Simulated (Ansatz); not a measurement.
**C4H13InN2S: vertical ionisation energy**

One table from this session's results is given with a row withheld; the runs are named, their logs left out.

The runs use Ansatz 0.2.0, Gaussian basis; unrestricted cation, the program's frozen cores in correlated methods.

Plan: UKS PBE-D4/def2-TZVPP; UKS r2SCAN-D4/def2-TZVPP; UKS PBE0-D4/def2-TZVPP; UKS B3LYP-D4/def2-TZVPP; UKS wB97X-V/def2-TZVPP; UKS wB97M-V/def2-TZVPP; UKS B2PLYP/def2-TZVPP; UHF-CCSD(T)/def2-TZVPP; UHF-MP2/def2-QZVPP; extrapolation to the limit; then −ε(HOMO) from the neutral's earlier runs with LDA (SPW92), PBE-D4, revPBE-D4, BLYP-D4, r2SCAN-D4, B97M-V, PBE0-D4, B3LYP-D4, r2SCANh-D4, r2SCAN0-D4, HSE06-D4, BHLYP-D4, CAM-B3LYP-D4, LC-ωPBE, ωB97X-V, ωB97M-V.

1 further run of the same task is left out (for a known fault of the program).

## The relaxed structure

The geometry comes from an earlier relaxation with PBE0-D4 in a triple-zeta def2 set; it is a stationary point, not always the lowest conformer. In takes the def2 core potential; no spin-orbit term is included.

SMILES `C[N](C)[In]([SH])[N](C)C`, 21 atoms, charge 0, spin multiplicity 1.

Atoms are counted from 1 here; the program's logs count them from 0.

Bond lengths: C1–N2 1.439 Å, C1–H9 1.101 Å, C1–H10 1.093 Å, C1–H11 1.102 Å, N2–C3 1.437 Å, N2–In4 2.007 Å, C3–H12 1.092 Å, C3–H13 1.102 Å, C3–H14 1.102 Å, In4–S5 2.386 Å, In4–N6 2.009 Å, S5–H15 1.343 Å, N6–C7 1.437 Å, N6–C8 1.438 Å, C7–H16 1.102 Å, C7–H17 1.102 Å, C7–H18 1.093 Å, C8–H19 1.101 Å and more. Angles: N2–C1–H9 111.4°, N2–C1–H10 111.3°, N2–C1–H11 112.0°, H9–C1–H10 107.3°, H9–C1–H11 107.0°, H10–C1–H11 107.6°, C1–N2–C3 112.9°, C1–N2–In4 121.7°, C3–N2–In4 125.0°, N2–C3–H12 111.6°, N2–C3–H13 111.7°, N2–C3–H14 111.8°, H12–C3–H13 107.5°, H12–C3–H14 107.2°, H13–C3–H14 106.9°, N2–In4–S5 116.4°, N2–In4–N6 123.7°, S5–In4–N6 119.9° and more.

Coordinates:

```xyz
21

C     1.1124   -1.1153   -2.7116
N     0.9262   -0.8625   -1.3077
C     1.8530   -1.5871   -0.4819
In   -0.6183    0.2237   -0.6273
S    -2.2618    0.8559   -2.2373
N    -0.7938    0.8408    1.2761
C    -2.0176    1.3735    1.8089
C     0.2470    0.7378    2.2625
H     2.1211   -0.8227   -3.0426
H     0.3967   -0.5518   -3.3153
H     0.9892   -2.1817   -2.9594
H     1.6647   -1.4146    0.5797
H     2.8950   -1.2937   -0.6857
H     1.7881   -2.6741   -0.6512
H    -2.8351    1.7529   -1.4181
H    -2.4174    0.7505    2.6251
H    -1.8763    2.3866    2.2175
H    -2.7928    1.4338    1.0409
H     0.4502    1.7135    2.7315
H     1.1845    0.3940    1.8206
H    -0.0148    0.0405    3.0750
```

The first run:

Contents of in.yaml:

```yaml
crystal:
  periodic: [false, false, false]
  atoms:
    - {symbol: C, position_ang: [1.112352, -1.115310, -2.711564]}
    - {symbol: N, position_ang: [0.926212, -0.862481, -1.307680]}
    - {symbol: C, position_ang: [1.852950, -1.587133, -0.481883]}
    - {symbol: In, position_ang: [-0.618292, 0.223713, -0.627289]}
    - {symbol: S, position_ang: [-2.261828, 0.855857, -2.237252]}
    - {symbol: N, position_ang: [-0.793843, 0.840828, 1.276150]}
    - {symbol: C, position_ang: [-2.017644, 1.373474, 1.808945]}
    - {symbol: C, position_ang: [0.246975, 0.737775, 2.262530]}
    - {symbol: H, position_ang: [2.121119, -0.822704, -3.042640]}
    - {symbol: H, position_ang: [0.396713, -0.551807, -3.315254]}
    - {symbol: H, position_ang: [0.989176, -2.181745, -2.959356]}
    - {symbol: H, position_ang: [1.664668, -1.414575, 0.579717]}
    - {symbol: H, position_ang: [2.895021, -1.293696, -0.685748]}
    - {symbol: H, position_ang: [1.788110, -2.674079, -0.651158]}
    - {symbol: H, position_ang: [-2.835088, 1.752936, -1.418109]}
    - {symbol: H, position_ang: [-2.417363, 0.750483, 2.625099]}
    - {symbol: H, position_ang: [-1.876339, 2.386636, 2.217519]}
    - {symbol: H, position_ang: [-2.792774, 1.433802, 1.040853]}
    - {symbol: H, position_ang: [0.450247, 1.713478, 2.731536]}
    - {symbol: H, position_ang: [1.184455, 0.394004, 1.820570]}
    - {symbol: H, position_ang: [-0.014834, 0.040544, 3.075005]}
basis:
  gaussian: {orbitals: def2-TZVPP}
total_charge: 1
magnetization: {spin_polarized: true, initial_magnetization: 1}
hamiltonian: {xc: pbe, dispersion: d4}
```

The run is started by

```console
$ ansatz run in.yaml --threads 4 --pin off --events-out ev --progress --plain --max-ram 66560MiB --backend cuda --devices 0, --max-vram 37GiB
```

Steps of the session up to this table: Cation, UKS PBE-D4/def2-TZVPP; Cation, UKS r2SCAN-D4/def2-TZVPP; Cation, UKS PBE0-D4/def2-TZVPP; Cation, UKS B3LYP-D4/def2-TZVPP; Cation, UKS wB97X-V/def2-TZVPP; Cation, UKS wB97M-V/def2-TZVPP; Cation, UKS B2PLYP (frozen core)/def2-TZVPP; Cation, UHF-CCSD(T)/def2-TZVPP; Cation, UHF-MP2/def2-QZVPP.

One of the session's tables, all rows but one given; the rest of the session is left out.

For comparison, −ε(HOMO) of the neutral from earlier runs:

```
  functional  −ε(HOMO) (eV)
 LDA (SPW92)           4.69
      PBE-D4           4.56
   revPBE-D4           4.51
     BLYP-D4           4.46
   r2SCAN-D4           4.78
      B97M-V           4.91
     PBE0-D4           5.80
    B3LYP-D4           5.61
  r2SCANh-D4           5.25
  r2SCAN0-D4           5.97
    HSE06-D4           5.41
    BHLYP-D4           7.01
CAM-B3LYP-D4           7.15
     LC-ωPBE           8.46
     ωB97X-V              ?
     ωB97M-V           8.07
```

Q: Estimate the row for ωB97X-V from the others.

**Answer.** −ε(HOMO) (eV): 8.15. In the column «−ε(HOMO) (eV)» it lies between ωB97M-V (8.07) and LC-ωPBE (8.46).

To keep in mind: The cation may have settled in a state other than its lowest; no search over hole states beyond the program's own was made.
